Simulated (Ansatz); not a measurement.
# LaAgSb2: further runs on the relaxed cell

One table from this session's results is given with a row withheld; the runs are named, their logs left out.

Program: Ansatz 0.2.0. Level of theory: DFT PBEsol, scalar-relativistic, plane waves, PAW. These are calculated values, not measurements.

1 further run of the same task is left out (set aside as unsound or not needed).

**Starting point**

It takes space group P4/nmm (No. 129, tetragonal). The conventional cell has a = 4.373 Å, b = 4.373 Å, c = 10.684 Å, α = 90.00°, β = 90.00°, γ = 90.00°. Around La (site symmetry 4mm) lie 8 Sb at 3.23 to 3.38 Å and 4 Ag at 3.52 Å. Ag (site symmetry -4m2) has 4 Sb at 2.84 Å and 4 Ag at 3.09 Å as nearest neighbours. Sb (site symmetry 4mm) is surrounded by 4 Ag at 2.84 Å and 4 La at 3.23 Å. Sb (site symmetry -4m2) is surrounded by 4 Sb at 3.09 Å and 4 La at 3.38 Å.

As a file:

```
La Ag Sb
1.0
     4.37331    0.00000    0.00000
     0.00000    4.37331    0.00000
     0.00000    0.00000   10.68395
La Ag Sb
2 2 4
Direct
  0.00000 0.50000 0.25859
  0.50000 0.00000 0.74141
  0.00000 0.00000 0.00000
  0.50000 0.50000 0.00000
  0.00000 0.50000 0.82989
  0.50000 0.00000 0.17011
  0.00000 0.00000 0.50000
  0.50000 0.50000 0.50000
```

It goes back to an entry of the Materials Project.

It is the result of an earlier relaxation at this level (volume 25.54 Å³/atom; gap on the mesh: none (metal)).

Set-up of the first run:

The input, input.yaml:

```yaml
crystal:
  lattice:
    - [4.3291305491, 0.0, 0.0]
    - [0.0, 4.3291305491, 0.0]
    - [0.0, 0.0, 10.5760261883]
  atoms:
    - { symbol: La, position: [0.0, 0.5, 0.258593519] }
    - { symbol: La, position: [0.5, 0.0, 0.741406481] }
    - { symbol: Ag, position: [0.0, 0.0, 0.0] }
    - { symbol: Ag, position: [0.5, 0.5, 0.0] }
    - { symbol: Sb, position: [0.0, 0.5, 0.8298923019] }
    - { symbol: Sb, position: [0.5, 0.0, 0.1701076981] }
    - { symbol: Sb, position: [0.0, 0.0, 0.5] }
    - { symbol: Sb, position: [0.5, 0.5, 0.5] }
basis:
  ecutwfc: 420
kpoints:
  mp_grid: { grid: [8, 8, 4] }
hamiltonian:
  xc: pbesol
scf:
  occupations: { method: gaussian, width: 0.1 }
output:
  forces: true
  stress: true
  eigenvalues: true
relax:
  adjacent_minimum: "off"
  f_tol: 0.01
  max_steps: 30
  cell: { stress_tol: 0.1, fix: [volume] }
```

Run with:

```console
ansatz run input.yaml --threads 4 --pin off --max-ram 10240MiB --backend cpu --events-out ev --progress --plain --runs-dir out
```

Steps of the session up to this table: The cell scaled to 0.97 of its volume; Volume × 1.03; Volume × 0.94; Volume × 1.06; The cell scaled to 0.91 of its volume; Point at V/V0 = 1.10; The cell scaled to 0.88 of its volume.

One of the session's tables, all rows but one given; the rest of the session is left out.

It belongs to the step «Fit of the equation of state». 

```
volume (Å³/atom)  energy above the lowest point (meV/atom)  pressure (GPa)
          22.477                                     100.2           11.65
          23.244                                      53.4            8.01
          24.010                                      22.5            4.91
          24.776                                         ?               ?
          25.542                                       0.0            0.01
          26.309                                       4.6           -1.92
          27.075                                      17.7           -3.54
          28.097                                      46.2           -5.33
```

Q: Estimate the row for volume (Å³/atom) = 24.776 from the others.

Worked estimate for «energy above the lowest point (meV/atom)». A straight line through the neighbours (24.010, 22.5) and (25.542, 0.0) gives 22.5 + (0.0 − 22.5) × (24.776 − 24.010) / (25.542 − 24.010) = 11.3; a parabola fitted to 4 rows on both sides gives 5.3.

As computed: energy above the lowest point (meV/atom): 5.4; pressure (GPa): 2.26. In «energy above the lowest point (meV/atom)» the line misses by +5.9 and the parabola by -0.1.
